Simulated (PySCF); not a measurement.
# [Nd(H2O)9]3+: how settings move a single point

Which settings matter for [Nd(H2O)9]3+? Each run alters one on purpose. The structure is generated, not taken from experiment.

Computed with PySCF 2.14.0. Level: PBE, Nd lcecp-1-SVP with ECP49, O def2-SVP, H def2-SVP; scalar-relativistic core potentials, no spin–orbit coupling.

2 further runs of the same task are left out: 2 for a known fault of the program.

## 1. Starting geometry

28 atoms, charge 3, spin multiplicity 1.

Bond lengths: Nd1–O2 2.532 Å, Nd1–O5 2.532 Å, Nd1–O8 2.532 Å, Nd1–O11 2.532 Å, Nd1–O14 2.532 Å, Nd1–O17 2.532 Å, Nd1–O20 2.553 Å, Nd1–O23 2.553 Å, Nd1–O26 2.553 Å, O2–H3 0.980 Å, O2–H4 0.980 Å, O5–H6 0.980 Å, O5–H7 0.980 Å, O8–H9 0.980 Å, O8–H10 0.980 Å, O11–H12 0.980 Å, O11–H13 0.980 Å, O14–H15 0.980 Å and more. Angles: O2–Nd1–O5 75.1°, O2–Nd1–O8 75.1°, O2–Nd1–O11 90.6°, O2–Nd1–O14 138.9°, O2–Nd1–O17 138.7°, O2–Nd1–O20 69.5°, O2–Nd1–O23 134.7°, O2–Nd1–O26 69.3°, O5–Nd1–O8 75.1°, O5–Nd1–O11 138.7°, O5–Nd1–O14 90.6°, O5–Nd1–O17 138.9°, O5–Nd1–O20 69.3°, O5–Nd1–O23 69.5°, O5–Nd1–O26 134.7°, O8–Nd1–O11 138.9°, O8–Nd1–O14 138.7°, O8–Nd1–O17 90.6° and more.

Geometry (Å):

```xyz
28

Nd    0.0000    0.0000    0.0000
O     1.7817   -0.0025    1.7993
H     1.8409   -0.5257    2.6263
H     2.5324    0.6265    1.8425
O    -0.8887    1.5443    1.7993
H    -0.4652    1.8571    2.6263
H    -1.8088    1.8799    1.8425
O    -0.8931   -1.5418    1.7993
H    -1.3757   -1.3314    2.6263
H    -0.7236   -2.5064    1.8425
O     1.7817    0.0025   -1.7993
H     2.5324   -0.6265   -1.8425
H     1.8409    0.5257   -2.6263
O    -0.8930    1.5418   -1.7993
H    -0.7236    2.5064   -1.8425
H    -1.3757    1.3314   -2.6263
O    -0.8887   -1.5443   -1.7993
H    -1.8088   -1.8799   -1.8425
H    -0.4652   -1.8571   -2.6263
O     1.2768    2.2114    0.0000
H     1.0736    3.0163    0.5213
H     2.0754    2.4379   -0.5213
O    -2.5535    0.0000    0.0000
H    -3.1490   -0.5784    0.5213
H    -3.1490    0.5784   -0.5213
O     1.2767   -2.2114    0.0000
H     2.0754   -2.4379    0.5213
H     1.0736   -3.0163   -0.5213
```

Formal oxidation states: Nd +3. Each metal's 3 4f electrons lie in its core potential, so multiplicities, spins and levels count the valence alone. An earlier session relaxed this geometry at PBE, Nd lcecp-1-SVP with ECP49, O def2-SVP, H def2-SVP (singlet, point group D3).

The sound run used a (50, 194) grid (finer on f atoms), a threshold of 1e-8 and at most 55 cycles, and ended at -719.867548 Eh.

## 2. Altered run 1

File run.py (the lines that set the calculation):

```python
mol = gto.M(atom='''
Nd     0.00000     0.00000     0.00000
O      1.78175    -0.00251     1.79932
H      1.84089    -0.52571     2.62633
H      2.53242     0.62650     1.84251
O     -0.88870     1.54430     1.79932
H     -0.46517     1.85711     2.62633
H     -1.80878     1.87989     1.84251
O     -0.89305    -1.54179     1.79932
H     -1.37572    -1.33140     2.62633
H     -0.72364    -2.50640     1.84251
O      1.78175     0.00249    -1.79932
H      2.53242    -0.62654    -1.84251
H      1.84090     0.52568    -2.62633
O     -0.89303     1.54180    -1.79932
H     -0.72361     2.50641    -1.84251
H     -1.37571     1.33142    -2.62633
O     -0.88872    -1.54429    -1.79932
H     -1.80881    -1.87987    -1.84251
H     -0.46519    -1.85711    -2.62633
O      1.27675     2.21136     0.00000
H      1.07359     3.01629     0.52126
H      2.07542     2.43787    -0.52126
O     -2.55347     0.00002     0.00000
H     -3.14898    -0.57839     0.52126
H     -3.14897     0.57843    -0.52126
O      1.27672    -2.21138     0.00000
H      2.07539    -2.43790     0.52126
H      1.07355    -3.01630    -0.52126''',
    basis={'Nd': 'lcecp-1-SVP', 'O': 'def2-SVP', 'H': 'def2-SVP'},
    ecp={'Nd': 'lcecp-1-SVP'},
    charge=3, spin=0)
mf = dft.RKS(mol, xc='PBE')
mf.grids.atom_grid = (50, 194)  # f atoms: unpruned, at least (60, 302)
mf = mf.density_fit()  # fitting sets: Nd AutoAux, O def2-universal-JKFIT, H def2-universal-JKFIT
mf.conv_tol = 1e-08; mf.max_cycle = 55
mf.kernel(dm0)  # dm0: smeared density
```

The run is started by

```
> OMP_NUM_THREADS=4 python run.py
```

Output:

```text
init E= -719.826588465546
  HOMO = -0.685296422000377  LUMO = -0.423810194710807  gap/eV = 7.11540
cycle= 1 E= -719.867346150824  delta_E= -0.0408  |g|= 0.0292  |ddm|= 0.0888
  HOMO = -0.680751289683172  LUMO = -0.42222644565266  gap/eV = 7.03482
cycle= 2 E= -719.867024018198  delta_E= 0.000322  |g|= 0.0518  |ddm|= 0.0738
  HOMO = -0.683189184713876  LUMO = -0.422692603844338  gap/eV = 7.08847
cycle= 3 E= -719.867542799675  delta_E= -0.000519  |g|= 0.00417  |ddm|= 0.038
  HOMO = -0.682878512018926  LUMO = -0.42253077026027  gap/eV = 7.08442
cycle= 4 E= -719.867547999466  delta_E= -5.2e-06  |g|= 0.00069  |ddm|= 0.00759
  HOMO = -0.682941780725263  LUMO = -0.422558111545749  gap/eV = 7.08540
cycle= 5 E= -719.867548101981  delta_E= -1.03e-07  |g|= 6.35e-05  |ddm|= 0.000649
  HOMO = -0.682946608839602  LUMO = -0.422560279412507  gap/eV = 7.08547
cycle= 6 E= -719.867548102721  delta_E= -7.4e-10  |g|= 1.88e-05  |ddm|= 8.67e-05
  HOMO = -0.682945205221027  LUMO = -0.422559917332003  gap/eV = 7.08544
Extra cycle  E= -719.86754810255  delta_E= 1.71e-10  |g|= 3.57e-05  |ddm|= 3.74e-05
converged SCF energy = -719.86754810255
```

Run time: 14 s. Hardware: 4 threads of AMD EPYC 9R45 (Zen 5), shared host.

Changed: the starting guess (smeared density). It converges in 6 cycles, at the sound run's energy within 0.001 eV, with a largest force component of 0.01 eV/Å. The result survives the change.

## 3. Altered run 2

run.py (the lines that set the calculation), as its differences from that of step 2:

```diff
@@ -33,5 +33,5 @@
 mf = dft.RKS(mol, xc='PBE')
-mf.grids.atom_grid = (50, 194)  # f atoms: unpruned, at least (60, 302)
+mf.grids.atom_grid = (30, 86)  # f atoms: unpruned
 mf = mf.density_fit()  # fitting sets: Nd AutoAux, O def2-universal-JKFIT, H def2-universal-JKFIT
 mf.conv_tol = 1e-08; mf.max_cycle = 55
-mf.kernel(dm0)  # dm0: smeared density
+mf.kernel(dm0)  # dm0: free metal ions and neutral atoms
```

The run is started by

```
> OMP_NUM_THREADS=4 python run.py
```

Output:

```text
init E= -711.437547274219
  HOMO = -1.02098654017848  LUMO = -0.668560239068426  gap/eV = 9.59001
cycle= 1 E= -717.313518019335  delta_E= -5.88  |g|= 3.73  |ddm|= 4.64
  HOMO = -0.329350874046887  LUMO = -0.321605670799009  gap/eV = 0.21076
cycle= 2 E= -709.417290434585  delta_E=  7.9  |g|= 6.94  |ddm|= 8.99
  HOMO = -0.733402531891656  LUMO = -0.442668126941243  gap/eV = 7.91129
cycle= 3 E= -719.834400129144  delta_E= -10.4  |g|= 0.372  |ddm|= 7.38
  HOMO = -0.683878701979979  LUMO = -0.424641336468411  gap/eV = 7.05421
cycle= 4 E= -719.863879368865  delta_E= -0.0295  |g|= 0.0881  |ddm|= 0.401
  HOMO = -0.681713571473088  LUMO = -0.421669171541727  gap/eV = 7.07617
cycle= 5 E= -719.865548896954  delta_E= -0.00167  |g|= 0.0261  |ddm|= 0.138
  HOMO = -0.682047459451593  LUMO = -0.422589400040352  gap/eV = 7.06021
cycle= 6 E= -719.865667116538  delta_E= -0.000118  |g|= 0.0165  |ddm|= 0.0338
  HOMO = -0.682790093347374  LUMO = -0.422787798447567  gap/eV = 7.07502
cycle= 7 E= -719.86571605833  delta_E= -4.89e-05  |g|= 0.00211  |ddm|= 0.0127
  HOMO = -0.682675645266978  LUMO = -0.422725647798817  gap/eV = 7.07360
cycle= 8 E= -719.865717411941  delta_E= -1.35e-06  |g|= 0.000137  |ddm|= 0.00316
  HOMO = -0.682673583255023  LUMO = -0.422726193350208  gap/eV = 7.07353
cycle= 9 E= -719.86571741724  delta_E= -5.3e-09  |g|= 3.84e-05  |ddm|= 0.000314
  HOMO = -0.682678709785049  LUMO = -0.422726330164858  gap/eV = 7.07366
Extra cycle  E= -719.865717416557  delta_E= 6.83e-10  |g|= 7.23e-05  |ddm|= 7.47e-05
converged SCF energy = -719.865717416557
```

Wall time 12 s (4 threads of AMD EPYC 9R45 (Zen 5), shared host).

Changed: the integration grid, to (30, 86). It converges in 9 cycles, +0.050 eV from the sound run, with a largest force component of 0.15 eV/Å. The setting is unsound, so these numbers aren't the compound's.

## 4. Altered run 3

run.py (the lines that set the calculation), as its differences from that of step 3:

```diff
@@ -31,7 +31,7 @@
     ecp={'Nd': 'lcecp-1-SVP'},
-    charge=3, spin=0)
+    charge=0, spin=0)
 mf = dft.RKS(mol, xc='PBE')
-mf.grids.atom_grid = (30, 86)  # f atoms: unpruned
+mf.grids.atom_grid = (50, 194)  # f atoms: unpruned, at least (60, 302)
 mf = mf.density_fit()  # fitting sets: Nd AutoAux, O def2-universal-JKFIT, H def2-universal-JKFIT
-mf.conv_tol = 1e-08; mf.max_cycle = 55
+mf.conv_tol = 1e-08; mf.max_cycle = 74
 mf.kernel(dm0)  # dm0: free metal ions and neutral atoms
```

The run is started by

```
> OMP_NUM_THREADS=4 python run.py
```

Output:

```text
RuntimeError: Electron number 101 and spin 0 are not consistent
Note mol.spin = 2S = Nalpha - Nbeta, not 2S+1
```

Hardware: 4 threads of AMD EPYC 9R45 (Zen 5), shared host.

Changed: the charge (by -3); the cycle limit is 74. The program refuses it: the number of electrons and the spin don't fit.

## 5. Altered run 4

run.py (the lines that set the calculation), as its differences from that of step 4:

```diff
@@ -31,3 +31,3 @@
     ecp={'Nd': 'lcecp-1-SVP'},
-    charge=0, spin=0)
+    charge=3, spin=0)
 mf = dft.RKS(mol, xc='PBE')
@@ -35,3 +35,3 @@
 mf = mf.density_fit()  # fitting sets: Nd AutoAux, O def2-universal-JKFIT, H def2-universal-JKFIT
-mf.conv_tol = 1e-08; mf.max_cycle = 74
+mf.conv_tol = 0.0001; mf.max_cycle = 55
 mf.kernel(dm0)  # dm0: free metal ions and neutral atoms
```

The run is started by

```
> OMP_NUM_THREADS=4 python run.py
```

Output:

```text
init E= -711.438731070746
  HOMO = -1.02134597625535  LUMO = -0.668282002874968  gap/eV = 9.60736
cycle= 1 E= -717.313771619618  delta_E= -5.88  |g|= 3.73  |ddm|= 4.64
  HOMO = -0.329451247314023  LUMO = -0.321494467031024  gap/eV = 0.21652
cycle= 2 E= -709.416138063464  delta_E=  7.9  |g|= 6.94  |ddm|= 8.99
  HOMO = -0.733504324917542  LUMO = -0.442503719539008  gap/eV = 7.91853
cycle= 3 E= -719.836360648167  delta_E= -10.4  |g|= 0.371  |ddm|= 7.38
  HOMO = -0.68456091608708  LUMO = -0.424430089172907  gap/eV = 7.07852
cycle= 4 E= -719.865779173082  delta_E= -0.0294  |g|= 0.0862  |ddm|=  0.4
  HOMO = -0.68173985922429  LUMO = -0.421492102369374  gap/eV = 7.08170
cycle= 5 E= -719.867408478168  delta_E= -0.00163  |g|= 0.0226  |ddm|= 0.136
  HOMO = -0.682654999136292  LUMO = -0.42250044060073  gap/eV = 7.07917
cycle= 6 E= -719.86751168235  delta_E= -0.000103  |g|= 0.0141  |ddm|= 0.0329
  HOMO = -0.683050321044414  LUMO = -0.422619941295016  gap/eV = 7.08667
cycle= 7 E= -719.867546575706  delta_E= -3.49e-05  |g|= 0.00237  |ddm|= 0.0107
  HOMO = -0.682839378114286  LUMO = -0.422508602108634  gap/eV = 7.08396
Extra cycle  E= -719.867545067328  delta_E= 1.51e-06  |g|= 0.00382  |ddm|= 0.00626
converged SCF energy = -719.867545067328
```

Run time: 13 s. Hardware: 4 threads of AMD EPYC 9R45 (Zen 5), shared host.

Changed: the SCF threshold (0.0001). It converges in 7 cycles, at the sound run's energy within 0.001 eV, with a largest force component of 0.01 eV/Å. The result survives the change.

## 6. Altered run 5

run.py (the lines that set the calculation), as its differences from that of step 5:

```diff
@@ -2,3 +2,3 @@
 Nd     0.00000     0.00000     0.00000
-O      1.78175    -0.00251     1.79932
+O      0.77399    -0.00109     0.78162
 H      1.84089    -0.52571     2.62633
@@ -35,3 +35,3 @@
 mf = mf.density_fit()  # fitting sets: Nd AutoAux, O def2-universal-JKFIT, H def2-universal-JKFIT
-mf.conv_tol = 0.0001; mf.max_cycle = 55
+mf.conv_tol = 1e-08; mf.max_cycle = 67
 mf.kernel(dm0)  # dm0: free metal ions and neutral atoms
```

The run is started by

```
> OMP_NUM_THREADS=4 python run.py
```

Output:

```text
init E= -711.029994556195
  HOMO = -0.960575052115182  LUMO = -0.736468953257174  gap/eV = 6.09824
cycle= 1 E= -714.172832090462  delta_E= -3.14  |g|= 4.07  |ddm|= 6.08
  HOMO = -0.198574806249132  LUMO = -0.197412203713607  gap/eV = 0.03164
cycle= 2 E= -691.23596975733  delta_E= 22.9  |g|= 9.64  |ddm|= 28.5
  HOMO = -0.640279821298454  LUMO = -0.610125153008756  gap/eV = 0.82055
cycle= 3 E= -717.606324395229  delta_E= -26.4  |g|= 1.43  |ddm|= 27.8
cycle= 4 E= -716.781856107411  delta_E= 0.824  |g|= 2.26  |ddm|= 3.16
  HOMO = -0.637942890159502  LUMO = -0.563256554594727  gap/eV = 2.03232
cycle= 5 E= -717.995643196228  delta_E= -1.21  |g|= 0.494  |ddm|= 2.09
  HOMO = -0.658587466396511  LUMO = -0.611326435422122  gap/eV = 1.28604
cycle= 6 E= -718.022125062228  delta_E= -0.0265  |g|= 0.387  |ddm|= 0.921
  HOMO = -0.671915472984342  LUMO = -0.608828467170838  gap/eV = 1.71668
cycle= 7 E= -718.051421198281  delta_E= -0.0293  |g|= 0.059  |ddm|= 0.431
  HOMO = -0.658970001256463  LUMO = -0.606336333754047  gap/eV = 1.43224
cycle= 8 E= -718.052429218247  delta_E= -0.00101  |g|= 0.0287  |ddm|= 0.134
  HOMO = -0.657898365365572  LUMO = -0.608775740316794  gap/eV = 1.33669
cycle= 9 E= -718.052620326419  delta_E= -0.000191  |g|= 0.0145  |ddm|= 0.061
  HOMO = -0.659810576212941  LUMO = -0.60911297304942  gap/eV = 1.37955
cycle= 10 E= -718.052700788423  delta_E= -8.05e-05  |g|= 0.00592  |ddm|= 0.0311
  HOMO = -0.659821961769396  LUMO = -0.609049398181405  gap/eV = 1.38159
cycle= 11 E= -718.05271603036  delta_E= -1.52e-05  |g|= 0.00197  |ddm|= 0.00856
  HOMO = -0.659623334470417  LUMO = -0.609198212852075  gap/eV = 1.37214
cycle= 12 E= -718.052717388338  delta_E= -1.36e-06  |g|= 0.000628  |ddm|= 0.00504
  HOMO = -0.659662602472341  LUMO = -0.60916822388765  gap/eV = 1.37402
cycle= 13 E= -718.052717480956  delta_E= -9.26e-08  |g|= 0.000192  |ddm|= 0.0013
  HOMO = -0.659628316285676  LUMO = -0.609171750663652  gap/eV = 1.37299
cycle= 14 E= -718.052717492188  delta_E= -1.12e-08  |g|= 4.59e-05  |ddm|= 0.000555
  HOMO = -0.659633536312597  LUMO = -0.609168202163026  gap/eV = 1.37323
cycle= 15 E= -718.052717492966  delta_E= -7.78e-10  |g|= 1.82e-05  |ddm|= 0.000127
  HOMO = -0.659634863972187  LUMO = -0.609169930881663  gap/eV = 1.37322
Extra cycle  E= -718.052717492752  delta_E= 2.14e-10  |g|= 3.74e-05  |ddm|= 4.99e-05
converged SCF energy = -718.052717492752
```

Wall time 20 s (4 threads of AMD EPYC 9R45 (Zen 5), shared host).

Changed: one atom's place (atom 2 put 1.1 Å from the metal); the cycle limit is 67. It converges in 15 cycles, +49.384 eV from the sound run, with a largest force component of 137.59 eV/Å. The setting is unsound, so these numbers aren't the compound's.

## 7. Side by side

| run | changed | ending | energy change (eV) | cycles | time | usable |
| --- | --- | --- | --- | --- | --- | --- |
| 1 | the starting guess | converged | 0.000 | 6 | 14 s | yes |
| 2 | the integration grid | converged | +0.050 | 9 | 12 s | no |
| 3 | the charge | refused | – | – | 0 s | no |
| 4 | the SCF threshold | converged | 0.000 | 7 | 13 s | yes |
| 5 | one atom's place | converged | +49.384 | 15 | 20 s | no |

2 of 5 altered runs give a usable result. 2 ended normally with numbers unfit to quote.
